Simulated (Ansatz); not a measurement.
**C2H6AlF: basis-set convergence**

One table from this session's results is given with a row withheld; the runs are named, their logs left out.

Computed with Ansatz 0.2.0, Gaussian basis. Level: one geometry, several basis sets.

Plan: PBE0-D4/def2-SVP; ωB97M-V/def2-SVP; PBE0-D4/def2-QZVPP; ωB97M-V/def2-QZVPP; the functionals' def2-TZVPP values are taken from earlier runs.

### Structure used throughout

All runs share one geometry, relaxed beforehand with PBE0-D4 in a triple-zeta def2 set.

SMILES `C[CH](F)[AlH2]`, 10 atoms, charge 0, spin multiplicity 1.

Atoms are counted from 1 here; the program's logs count them from 0.

Bond lengths: C1–C2 1.515 Å, C1–H5 1.094 Å, C1–H6 1.093 Å, C1–H7 1.094 Å, C2–F3 1.410 Å, C2–Al4 1.991 Å, C2–H8 1.100 Å, Al4–H9 1.584 Å, Al4–H10 1.590 Å. Angles: C2–C1–H5 110.9°, C2–C1–H6 111.9°, C2–C1–H7 110.1°, H5–C1–H6 107.7°, H5–C1–H7 108.0°, H6–C1–H7 108.1°, C1–C2–F3 108.5°, C1–C2–Al4 114.8°, C1–C2–H8 108.2°, F3–C2–Al4 109.4°, F3–C2–H8 105.8°, Al4–C2–H8 109.8°, C2–Al4–H9 120.9°, C2–Al4–H10 117.7°, H9–Al4–H10 121.4°.

Geometry (Å):

```csv
atom,x (Å),y (Å),z (Å)
C1,-0.5916,0.0476,-1.1598
C2,-0.0630,-0.6428,0.0811
F3,-1.1417,-1.2678,0.7396
Al4,0.8913,0.5492,1.3584
H5,-1.1163,-0.6610,-1.8076
H6,-1.2887,0.8530,-0.9135
H7,0.2362,0.4781,-1.7313
H8,0.6043,-1.4568,-0.2374
H9,0.2811,0.8654,2.7855
H10,2.2715,1.1837,0.8883
```

The first run:

Input file in.yaml:

```yaml
crystal:
  periodic: [false, false, false]
  atoms:
    - {symbol: C, position_ang: [-0.591600, 0.047635, -1.159837]}
    - {symbol: C, position_ang: [-0.063034, -0.642810, 0.081055]}
    - {symbol: F, position_ang: [-1.141684, -1.267762, 0.739571]}
    - {symbol: Al, position_ang: [0.891340, 0.549237, 1.358388]}
    - {symbol: H, position_ang: [-1.116276, -0.661046, -1.807583]}
    - {symbol: H, position_ang: [-1.288687, 0.853034, -0.913537]}
    - {symbol: H, position_ang: [0.236199, 0.478130, -1.731334]}
    - {symbol: H, position_ang: [0.604338, -1.456773, -0.237403]}
    - {symbol: H, position_ang: [0.281052, 0.865445, 2.785454]}
    - {symbol: H, position_ang: [2.271455, 1.183710, 0.888327]}
basis:
  gaussian: {orbitals: def2-SVP}
hamiltonian: {xc: pbe0, dispersion: d4}
output: {orbitals: {seedname: orbitals}}
```

Started as:

```bash
$ ansatz run in.yaml --threads 2 --pin off --events-out ev --progress --plain --max-ram 4352MiB
```

Steps of the session up to this table: PBE0-D4 in def2-SVP; ωB97M-V in def2-SVP; PBE0-D4 in def2-QZVPP; ωB97M-V in def2-QZVPP.

One of the session's tables, all rows but one given; the rest of the session is left out.

It belongs to the step «Functionals by basis». 

| functional | basis | HOMO (eV) | LUMO (eV) |
| --- | --- | --- | --- |
| PBE0-D4 | def2-SVP | -7.39 | -1.58 |
| PBE0-D4 | def2-TZVPP | -7.47 | -1.61 |
| PBE0-D4 | def2-QZVPP | ? | ? |
| ωB97M-V | def2-SVP | -9.62 | 0.09 |
| ωB97M-V | def2-TZVPP | -9.73 | -0.04 |
| ωB97M-V | def2-QZVPP | -9.76 | -0.19 |

**Question.** Estimate the row for PBE0-D4, def2-QZVPP.

**Answer.** HOMO (eV): -7.50; LUMO (eV): -1.64. In the column «HOMO (eV)» it lies between ωB97M-V, def2-SVP (-9.62) and PBE0-D4, def2-TZVPP (-7.47).
